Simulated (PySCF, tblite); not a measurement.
# C₄H₇F₃S₂Si: geometry, infrared bands and NMR shifts

What infrared bands and NMR shifts should C₄H₇F₃S₂Si (`C[Si@@H]1SC[C@@H](C(F)(F)F)S1`) show?

Computed with tblite 0.8.0 and PySCF 2.14.0, with density-fitted response routines of our own, on a single molecule in the gas phase. Atoms are numbered from 0 throughout.

### Step 1. The starting structure

17 atoms, charge 0, multiplicity 1; geometry from: force field or distance geometry start.

Bonds of the start (Å): C0–Si1 1.85, Si1–S2 2.13, S2–C3 1.84, C3–C4 1.55, C4–C5 1.53, C5–F6 1.35, C5–F7 1.34, C5–F8 1.35, C4–S9 1.86, S9–Si1 2.15, C0–H10 1.10, C0–H11 1.09, C0–H12 1.09, Si1–H13 1.47, C3–H14 1.09, C3–H15 1.11, C4–H16 1.09.

### Step 2. Geometry optimisation with GFN2-xTB

The job: settings as JSON, then the geometry in Å.

```
{"job": {"kind": "relax", "xc": "GFN2-xTB", "basis": "xTB"}, "charge": 0, "multiplicity": 1}
C      3.093400    -0.173900     0.309300
Si     1.669300     0.305300    -0.768300
S      0.564500     1.893500     0.131700
C     -1.112800     1.174600    -0.062100
C     -1.104900    -0.327300     0.306700
C     -2.518600    -0.886800     0.133500
F     -2.577200    -2.191000     0.465500
F     -2.966400    -0.747900    -1.123200
F     -3.373600    -0.233300     0.948600
S      0.157100    -1.216300    -0.728800
H      2.760700    -0.412700     1.327400
H      3.603200    -1.052700    -0.080500
H      3.814600     0.638600     0.391900
H      2.041700     0.634400    -2.156800
H     -1.461600     1.343700    -1.078500
H     -1.790900     1.717000     0.623100
H     -0.805500    -0.453000     1.350700
```

Launch:

```sh
OMP_NUM_THREADS=1 python probes_run.py task.json out
```

The driver reads the jobs from task.json and runs them one after another.

**Question.** This job is followed by: GFN2-xTB harmonic vibrations, gas phase; GIAO PBE0/pcSseg-1 NMR shielding, non-relativistic, gas phase. What will the session give for the following? strongest single infrared mode (GFN2-xTB); zero-point energy (GFN2-xTB); 13C shifts against TMS (PBE0/pcSseg-1); 1H shifts against TMS (PBE0/pcSseg-1, means over atoms taken as alike); 29Si shifts against TMS (PBE0/pcSseg-1); 33S shifts against CS2 (PBE0/pcSseg-1); 19F shifts against CFCl3 (PBE0/pcSseg-1, means over atoms taken as alike).

**Answer**, as computed:

| quantity | value |
| --- | --- |
| strongest single infrared mode (GFN2-xTB) | 1036 cm⁻¹, 229 km/mol |
| zero-point energy (GFN2-xTB) | 67.1 kcal/mol |
| 13C shifts against TMS (PBE0/pcSseg-1) | 134.1, 60.1, 40.8, 3.7 ppm |
| 1H shifts against TMS (PBE0/pcSseg-1, means over atoms taken as alike) | 5.94, 3.73, 3.21, 2.91, 0.67 ppm |
| 29Si shifts against TMS (PBE0/pcSseg-1) | 32.0 ppm |
| 33S shifts against CS2 (PBE0/pcSseg-1) | -88, -116 ppm |
| 19F shifts against CFCl3 (PBE0/pcSseg-1, means over atoms taken as alike) | -85.0 ppm |

The optimisation took 82 steps and gained 0.122 eV; among the close pairs (by a distance rule), C0–Si1 changed most, from 1.849 to 1.888 Å. No mode is imaginary among the 45: a minimum at this level. The strongest single mode, at 1036 cm⁻¹, moves mainly C5. Unscaled tight-binding wavenumbers are off by several per cent, some by more. Its intensities can rank the bands wrongly. At PBE0/pcSseg-1: The widest tensor belongs to S9: span 373 ppm, with a paramagnetic part of -468 ppm.
